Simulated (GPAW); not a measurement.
Ta3AsAu2O13:

```xyz
19
Lattice="5.2424 3.0267 4.1427 -5.2424 3.0267 4.1427 0.0000 -6.0534 4.1427" Properties=species:S:1:pos:R:3 pbc="T T T"
Ta   -1.7887    1.0327    4.2854
Ta    0.0000   -2.0655    4.2854
Ta    1.7887    1.0327    4.2854
As    0.0000    0.0000    6.9446
Au    0.0000    0.0000   12.0005
Au    0.0000    0.0000    9.3342
O    -1.3566    0.7832    6.1532
O     0.0000   -1.5665    6.1532
O     1.3566    0.7832    6.1532
O     2.5380   -0.6359    3.6068
O    -0.7183    2.5159    3.6068
O    -1.8197   -1.8800    3.6068
O     1.8197   -1.8800    3.6068
O    -2.5380   -0.6359    3.6068
O     0.7183    2.5159    3.6068
O    -3.3469    1.9323    4.0073
O     0.0000   -3.8647    4.0073
O     3.3469    1.9323    4.0073
O     0.0000    0.0000    3.8329
```

The cell was built by a generator and needn't be a form met in nature.

Base run:

| Quantity | Value |
| --- | --- |
| Program | GPAW 26.7.0 |
| Functional | AM05 |
| Potentials or basis | PAW data sets generated in the run's folder for this functional |
| Cutoff | 800 eV |
| Basis | pw |
| k mesh | 3 × 3 × 3 |
| Occupations | fermi-dirac, width 0.05 eV |
| Spin | no spin polarisation |

Its results: band gap on the k mesh 1.07 eV, indirect (least direct gap 1.11 eV); pressure -2.0 GPa; largest force 0.507 eV/Å.

**Question.** After a change of settings the same cell gave: band gap on the k mesh 1.11 eV, indirect (least direct gap 1.15 eV); pressure 0.2 GPa; largest force 0.276 eV/Å. Which change was it?
A. functional from AM05 to PW91
B. functional from AM05 to PBEsol
C. functional from AM05 to r2SCAN; potentials or basis from PAW data sets generated in the run's folder for this functional to GPAW PAW data sets (gpaw-data 1.2.1)
D. functional from AM05 to BLYP

**Answer.** A.

PW91 binds less tightly than AM05, so the same cell stands under more pressure.

Caveats: with this Au data set, volumes or pressures lay over 1.5 % or 2 GPa off other programs in two to four cells of ten; spin-orbit coupling is left out, which moves the levels of the heavy elements.

Not every run made on this cell is shown here.
